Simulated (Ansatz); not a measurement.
# BGeH4 (doublet): the correlation ladder at a displaced geometry (v1), cc-pVDZ

The task here is to estimate one member of a computed series from the others.

Method: cc-pVDZ, core rule «outside noble gas», up to 15 orbitals frozen; program: Ansatz 0.2.0, Gaussian basis.

The runs, in order: UHF; CCSD(T) on ROHF; CCSD(T) on UHF; BCCD(T) on ROHF; CISD as a restricted active space (open shells left free, so some higher excitations enter); CCSDT(Q) on ROHF; CCSDT(Q) on UHF; CASSCF and MRCISD+Q, 9 electrons in 9 orbitals; CASSCF and NEVPT2, 9 electrons in 9 orbitals.

23 further runs of the same task are left out: 6 that didn't finish, 17 set aside as unsound or not needed. Runs told in other sessions of the task aren't counted.

## The system

The geometry is a PBE0/def2-TZVP stationary point (not a proven minimum) with its atoms shifted at random (size 0.040 Å). No spin-orbit coupling is included. The filled d shell of Ge may be among the frozen orbitals whatever the setting's name suggests.

6 atoms, charge 0, spin multiplicity 2.

Atoms are counted from 1 here; the program's logs count them from 0.

Bond lengths: Ge1–B2 2.048 Å, Ge1–H3 1.566 Å, Ge1–H4 1.496 Å, Ge1–H5 1.597 Å, B2–H6 1.213 Å. Angles: B2–Ge1–H3 114.3°, B2–Ge1–H4 107.5°, B2–Ge1–H5 104.5°, H3–Ge1–H4 109.5°, H3–Ge1–H5 111.2°, H4–Ge1–H5 109.6°, Ge1–B2–H6 138.4°.

As a file:

```xyz
6
BGeH4
Ge    0.00173    0.01662    0.26949
B     0.00089   -0.16775   -1.77003
H     0.04886    1.49540    0.78284
H     1.18879   -0.73074    0.78949
H    -1.33901   -0.71456    0.73800
H    -0.03259    0.55154   -2.74667
```

The first run:

in.yaml

```yaml
crystal:
  periodic: [false, false, false]
  atoms:
    - {symbol: Ge, position_ang: [0.001726, 0.016618, 0.269488]}
    - {symbol: B, position_ang: [0.000893, -0.167751, -1.770031]}
    - {symbol: H, position_ang: [0.048857, 1.495397, 0.782844]}
    - {symbol: H, position_ang: [1.188790, -0.730741, 0.789486]}
    - {symbol: H, position_ang: [-1.339014, -0.714561, 0.737997]}
    - {symbol: H, position_ang: [-0.032594, 0.551543, -2.746669]}
basis:
  gaussian: {orbitals: cc-pVDZ}
magnetization: {spin_polarized: true, initial_magnetization: 1}
hamiltonian: {xc: hf}
output: {orbitals: {seedname: orbitals}}
```

On the command line:

```sh
$ ansatz run in.yaml --threads 1 --pin off --events-out ev --progress --plain --max-ram 2393MiB
```

Among the steps run: UHF; CCSD(T) on ROHF; CCSD(T) on UHF; BCCD(T) on ROHF; CISD as a restricted active space (open shells left free, so some higher excitations enter); CCSDT(Q) on ROHF; CCSDT(Q) on UHF; CASSCF and MRCISD+Q, 9 electrons in 9 orbitals; CASSCF and NEVPT2, 9 electrons in 9 orbitals.

One of the session's tables, all rows but one given; the rest of the session is left out.

| method | from UCCSDT(Q) (kJ/mol) |
| --- | --- |
| ROHF | +549.9 |
| UHF | +544.3 |
| RMP2 | +125.0 |
| UMP2 | +124.6 |
| CISD | +55.7 |
| RCCSD | +15.4 |
| UCCSD | +15.2 |
| RCCSD(T) | +3.3 |
| UCCSD(T) | +3.3 |
| BCCD(T) | +3.2 |
| RCCSDT | ? |
| UCCSDT | +0.4 |
| RCCSDT(Q) | 0.0 |
| UCCSDT(Q) | 0 |
| CASSCF frontier | +399.3 |
| NEVPT2 frontier | +112.2 |
| MRCISD frontier | +31.1 |
| MRCISD+Q frontier | +2.8 |

Q: Estimate the row for RCCSDT from the others.

**Answer.** from UCCSDT(Q) (kJ/mol): +0.5. In the column «from UCCSDT(Q) (kJ/mol)» it lies between UCCSDT (+0.4) and MRCISD+Q frontier (+2.8).

Caveats from the session: Restricted and unrestricted rows rest on different reference determinants; a gap between their highest levels can come from leftover correlation error, from unlike frozen cores or from another state.
